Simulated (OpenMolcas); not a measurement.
**Au²⁺ among point charges: CASSCF and CASPT2 levels and susceptibility**

How does a field of 6 point charges split the states of Au²⁺, and what χT follows?

Method: state-averaged CASSCF and CASPT2, spin-orbit coupling by RASSI with atomic mean-field integrals. Code: OpenMolcas 26.06.

### Step 1. The system

| Property | Result |
| --- | --- |
| Species | Au²⁺ (gold, Z = 79, 77 electrons) |
| Basis | ANO-RCC-VTZP [8s7p5d3f1g], 84 functions |
| Scalar Hamiltonian | DKH2, point nucleus |
| Inactive shells | 1s 2s 2p 3s 3p 3d 4s 4p 4d 4f 5s 5p |
| Active space | 9 electrons in 5 orbitals (5d) |
| Some configurations of this space | 5d9 |
| Orbitals | optimised for each spin and parity, averaged over all roots |

The outer shells:

5d9
```
5d [↑↓][↑↓][↑↓][↑↓][↑ ]
```

The ion sits among 6 point charges of -1.7 e arranged as an octahedron (Oh), 2.29 Å from the ion.

Each step is its own input file, run in one work folder so that later steps find the files of earlier ones. Labels, J, g values, rates, χT and fits are worked out afterwards by a script from the matrices that RASSI stores. The input lists half of the charges; inversion (Group=XYZ) makes the rest.

### Step 2. Basis and integrals

Contents of a.inp:

```
&GATEWAY
Coord
1

Au 0.0 0.0 0.0
Basis=ANO-RCC-VTZP
Group=XYZ
NoMove
AngMom=0.0 0.0 0.0
AMFI
XField
3 Angstrom 0
2.290000 0.000000 0.000000 -1.700000
0.000000 2.290000 0.000000 -1.700000
0.000000 0.000000 2.290000 -1.700000
&SEWARD
```

Started as:

```console
$ OMP_NUM_THREADS=1 MOLCAS_MEM=1689 MOLCAS_PROJECT=a pymolcas a.inp > a.log
```

### Step 3. CASSCF: doublets of even parity, 5 roots

Contents of a.inp:

```
&RASSCF
FileOrb=start.orb
Symmetry=1
Spin=2
nActEl=9 0 0
Inactive=15 19
Ras2=5 0
CIRoot=5 5 1
SDav=5
CIMx=300
Iter=120 100
PrWF=0.3
OrbListing=Nothing
MaxOrb=0
>>> COPY $Project.JobIph JOB001
```

start.orb holds the contracted functions of the basis, ordered by shell, or the orbitals of the step before.

### Step 4. RASSI: spin-orbit coupling between the states

Contents of a.inp:

```
&RASSI
NrOfJobIphs=1 5
1 2 3 4 5
IphNames
JOB001
EJob
SpinOrbit
DIPRint=1.0
SOCoupling=1000.0
Subsets=2
Property=9
'ANGMOM' 1 'ANGMOM' 2 'ANGMOM' 3 'MLTPL  1' 1 'MLTPL  1' 2 'MLTPL  1' 3
'AMFI' 1 'AMFI' 2 'AMFI' 3
SOProperty=3
'ANGMOM' 1 'ANGMOM' 2 'ANGMOM' 3
```

### Step 5. CASPT2: IPEA 0.25, imaginary shift 0.1 (closed shells correlated: 5s 5p)

Contents of a.inp:

```
>>> COPY JOB001 $Project.JobIph
&CASPT2
Multistate=5 1 2 3 4 5
NoMult
Frozen=14 16
IPEA=0.25
Imaginary=0.1
MaxIter=60
WThr=0.0 0.3 0.05
PrWF=0.5
NoMix
```

(Steps that only read results are left out.)

Q: Predict the outcome of this session. Wanted: spin-free ground state; first state of the same spin within the active space; lowest level; next level.

The runs gave:

| quantity | value |
| --- | --- |
| method | SS-CASPT2, IPEA 0.25, imaginary shift 0.1 (closed shells correlated: 5s 5p) |
| spin-free ground state | 2E, 2-fold in its orbital part |
| first state of the same spin within the active space | 2T2 at 5050 cm⁻¹ |
| lowest level | 4-fold Γ8 |
| next level | 3574.0 cm⁻¹ |
| χT at 300 K | 1.05 cm³ K/mol |
| effective moment at 300 K | 2.89 μB |

Cost by method:

| method | time of its own steps | time with the reference |
| --- | --- | --- |
| A. CASSCF | 2.3 s | 2.3 s |
| B. SS-CASPT2, IPEA 0.25, imaginary shift 0.1, +5s 5p | 1.2 s | 3.5 s |

Times are of one thread on a shared host.

The spin-free ground state (2E) comes to 100 % from free-ion D terms and keeps the highest spin of the shell. χT at 300 K is 1.05, against 0.38 cm³ K/mol for the spin alone, so orbital moment adds to it. A ligand-field fit to the states below 45000 cm-1 gives 10Dq = 5052 cm-1, the gap between the two states. CASPT2 does not keep the components of a term degenerate, and the means are used. An orbital doublet at a regular site is open to a Jahn-Teller distortion, which this geometry leaves out. The field of point charges can differ much from that of real complexes. This is an electrostatic model: the charges have no orbitals.
